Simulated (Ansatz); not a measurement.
Run this with the Ansatz DFT code, driven from Python and show what comes out.

`gair.py`
```python
# -*- coding: utf-8 -*-
import ansatz as az
import numpy as np

vectors0 = np.array([
    [3.004, 0.0, 0.0],
    [0.0, 3.004, 0.0],
    [0.0, 0.0, 3.004],
])
sites = [
    ("Ga", (0.0, 0.0, 0.0)),
    ("Ir", (0.5, 0.5, 0.5)),
]


def build(cell):
    crystal = az.Crystal(lattice=az.Lattice.of(cell))
    for symbol, position in sites:
        crystal = crystal.atom(symbol, position)
    return crystal


def main():
    def solve(crystal):
        return (
            crystal.calculation()
            .functional("lda")
            .occupations("fermi_dirac", width=100 * az.meV)
            .basis(460, grid_basis="typed")
            .kpoints(10, 10, 10)
            .density()
            .run(threads=1)
        )


    whole = solve(build(vectors0))
    difference = whole.density().channels[0].density_e_per_ang3.copy()
    binding = whole.report["free_energy_ev"]
    for element in ["Ga", "Ir"]:
        part = az.Crystal(lattice=az.Lattice.of(vectors0))
        for symbol, position in sites:
            if symbol == element:
                part = part.atom(symbol, position)
        alone = solve(part)
        difference -= alone.density().channels[0].density_e_per_ang3
        binding -= alone.report["free_energy_ev"]
        print(f"{element} sublattice: {alone.report['n_electrons']:g} electrons, {alone.report['n_iterations']} iterations")

    voxel = abs(np.linalg.det(vectors0)) / difference.size
    print(f"energy of the crystal less its unpolarised sublattices: {binding / len(sites):.4f} eV/atom")
    print(f"net charge of the difference {difference.sum() * voxel:.5f} e, charge rearranged {0.5 * np.abs(difference).sum() * voxel:.3f} e")
    print(f"extremes {difference.min():.4f} and {difference.max():.4f} e/A^3")
    for (symbol, position) in sites:
        index = tuple(int(round(p * n)) % n for p, n in zip(position, difference.shape))
        print(f"  change of the pseudo-density at the grid point nearest {symbol}: {difference[index]:+.4f} e/A^3")


if __name__ == "__main__":
    main()
```

```console
$ python gair.py
Ga sublattice: 13 electrons, 6 iterations
Ir sublattice: 17 electrons, 6 iterations
energy of the crystal less its unpolarised sublattices: -2.3381 eV/atom
net charge of the difference 0.00000 e, charge rearranged 0.294 e
extremes -0.0931 and 0.4429 e/A^3
  change of the pseudo-density at the grid point nearest Ga: +0.4429 e/A^3
  change of the pseudo-density at the grid point nearest Ir: -0.0434 e/A^3
```

Notes:
- Spin is left out of this run.
- For a metal this k-point mesh is coarse: on a finer one energies can move by several to tens of meV an atom and pressures by half a GPa or more, differences at one mesh by less.
- Spin-orbit coupling, which matters for elements this heavy, is left out.
- Grid values close to the nuclei reflect the PAW or pseudopotential construction, not the all-electron fields.
- The structure is a deposited one; some such entries were measured under pressure or heat, so a shift against it needn't be the functional's error alone.
- Charge moved counts every rearrangement, bonding and polarisation too, and is no transfer between atoms; the bare sublattices are artificial references. Values near the nuclei depend on the potentials.
- The whole script took 3.7 s on 1 thread of Arm Neoverse V2 (shared host), peak memory 0.37 GiB.
